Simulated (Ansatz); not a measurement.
## Molecular dynamics of LiNiBO$_{3}$

Input:

```yaml
accuracy: low
crystal:
  lattice:
    - [5.203105, 0.0, 0.0]
    - [2.563273, 5.429651, 0.0]
    - [0.607517, 2.73117, 8.485595]
  atoms:
    - { symbol: Li, position: [0.5728715, 0.183159, 0.63363] }
    - { symbol: Li, position: [0.0723675, 0.183828, 0.133697] }
    - { symbol: Li, position: [0.9276325, 0.816172, 0.866303] }
    - { symbol: Li, position: [0.4271285, 0.816841, 0.36637] }
    - { symbol: Ni, position: [0.5529365, 0.250205, 0.960354], spin: 0.8 }
    - { symbol: Ni, position: [0.4470635, 0.749795, 0.039646], spin: 0.8 }
    - { symbol: Ni, position: [0.0521475, 0.250688, 0.460157], spin: 0.8 }
    - { symbol: Ni, position: [0.9478525, 0.749312, 0.539843], spin: 0.8 }
    - { symbol: B, position: [0.0636645, 0.245006, 0.783164] }
    - { symbol: B, position: [0.5634075, 0.245236, 0.283159] }
    - { symbol: B, position: [0.4365925, 0.754764, 0.716841] }
    - { symbol: B, position: [0.9363355, 0.754994, 0.216836] }
    - { symbol: O, position: [0.7280345, 0.163068, 0.424765] }
    - { symbol: O, position: [0.2281655, 0.163187, 0.924793] }
    - { symbol: O, position: [0.7718345, 0.836813, 0.075207] }
    - { symbol: O, position: [0.2719655, 0.836932, 0.575235] }
    - { symbol: O, position: [0.1657225, 0.347363, 0.639998] }
    - { symbol: O, position: [0.6652535, 0.347731, 0.140047] }
    - { symbol: O, position: [0.3347465, 0.652269, 0.859953] }
    - { symbol: O, position: [0.8342775, 0.652637, 0.360002] }
    - { symbol: O, position: [0.8175765, 0.207131, 0.78061] }
    - { symbol: O, position: [0.3171475, 0.20764, 0.280584] }
    - { symbol: O, position: [0.6828525, 0.79236, 0.719416] }
    - { symbol: O, position: [0.1824235, 0.792869, 0.21939] }
magnetization:
  spin_polarized: true
basis:
  ecutwfc: 420.0
kpoints:
  mp_grid: { grid: [2, 2, 2] }
hamiltonian:
  xc: pbesol
scf:
  occupations: { method: fermi_dirac, width: 0.05 }
  lower_state_search: "off"
  max_iter: 81
md:
  timestep: 4
  n_steps: 160
  ensemble: nvt_langevin
  temperature: 900.0
  initial_velocities: maxwell_boltzmann
  seed: 561026
  friction: 0.01
```

Command:

```bash
$ ansatz run input.yaml --threads 2 --pin off --max-ram 5120MiB --backend cpu --events-out ev --progress --plain --runs-dir out
```

It starts from an unrelaxed structure (largest force component 0.40 eV/Å).

Output, in part (step lines):

```
md step     0: t =     0.00 fs  T =   862.5 K  F+E_penalty+E_count = -31383.31665882 eV  E_kin = 2.675682 eV  (26 SCF iters)
md step     1: t =     4.00 fs  T =   692.6 K  F+E_penalty+E_count = -31382.75230247 eV  E_kin = 2.148677 eV  (17 SCF iters)
md step     2: t =     8.00 fs  T =   449.0 K  F+E_penalty+E_count = -31382.00464449 eV  E_kin = 1.393059 eV  (14 SCF iters)
md step     3: t =    12.00 fs  T =   475.2 K  F+E_penalty+E_count = -31381.96247129 eV  E_kin = 1.474232 eV  (14 SCF iters)
md step     4: t =    16.00 fs  T =   476.3 K  F+E_penalty+E_count = -31381.91254610 eV  E_kin = 1.477723 eV  (17 SCF iters)
md step     5: t =    20.00 fs  T =   353.9 K  F+E_penalty+E_count = -31381.56903230 eV  E_kin = 1.098008 eV  (20 SCF iters)
md step     6: t =    24.00 fs  T =   412.8 K  F+E_penalty+E_count = -31381.82993205 eV  E_kin = 1.280571 eV  (19 SCF iters)
md step     7: t =    28.00 fs  T =   489.9 K  F+E_penalty+E_count = -31382.12281797 eV  E_kin = 1.519647 eV  (19 SCF iters)
[... lines left out ...]
md step   160: t =   640.00 fs  T =   922.6 K  F+E_penalty+E_count = -31380.36707632 eV  E_kin = 2.861993 eV  (19 SCF iters)
```

The steps, from the saved trajectory:

| time (fs) | T (K) | potential energy less start (eV) |
| --- | --- | --- |
| 0 | 862 | 0.000 |
| 20 | 354 | 1.748 |
| 40 | 456 | 1.522 |
| 60 | 572 | 1.239 |
| 80 | 469 | 1.662 |
| 100 | 519 | 1.990 |
| 120 | 554 | 1.839 |
| 140 | 703 | 1.759 |
| 160 | 520 | 2.077 |
| 180 | 504 | 2.337 |
| 200 | 754 | 1.542 |
| 220 | 767 | 1.641 |
| 240 | 780 | 1.999 |
| 260 | 627 | 2.256 |
| 280 | 585 | 2.633 |
| 300 | 845 | 2.966 |
| 320 | 820 | 2.528 |
| 340 | 927 | 2.348 |
| 360 | 934 | 2.777 |
| 380 | 912 | 2.774 |
| 400 | 746 | 3.042 |
| 420 | 1147 | 2.799 |
| 440 | 1053 | 2.945 |
| 460 | 1231 | 2.136 |
| 480 | 908 | 2.808 |
| 500 | 751 | 3.236 |
| 520 | 946 | 2.441 |
| 540 | 720 | 3.213 |
| 560 | 881 | 2.567 |
| 580 | 808 | 2.824 |
| 600 | 957 | 2.819 |
| 620 | 947 | 3.321 |
| 640 | 923 | 2.950 |

The run went to its last step. A run of 0.64 ps of so small a system gives no equilibrium averages. No Hubbard correction was used and the magnetic state wasn't searched. Limits of this set-up: coarse k mesh, low accuracy level.

Mean squared displacements from the first frame to the last, about the centre of mass: Li 0.10 Å², Ni 0.03 Å², B 0.01 Å², O 0.08 Å².

Last frame:

```xyz
24
Lattice="5.2031 0.0000 0.0000 2.5633 5.4297 0.0000 0.6075 2.7312 8.4856" Properties=species:S:1:pos:R:3
Li 3.746 2.393 5.533
Li 0.812 1.472 1.479
Li 7.236 6.384 7.340
Li 4.640 5.508 3.566
Ni 3.949 3.735 8.379
Ni 4.269 4.124 0.529
Ni 0.989 2.409 4.098
Ni 7.060 5.441 4.548
B 1.411 3.349 7.024
B 3.665 2.012 2.665
B 4.598 5.944 6.257
B 6.877 4.532 2.010
O 4.450 2.014 3.839
O 2.251 3.397 8.149
O 6.266 4.236 0.783
O 3.621 5.915 5.368
O 2.212 3.624 5.828
O 4.294 2.125 1.468
O 4.158 5.675 7.625
O 6.092 4.326 3.280
O 5.335 2.805 7.069
O 2.305 1.630 2.647
O 5.981 6.179 5.910
O 2.920 5.045 2.191
```

Time of the run: 26 min on 2 threads of Intel(R) Xeon(R) Platinum 8488C (Sapphire Rapids), with other jobs on the host, peak memory 0.88 GiB.
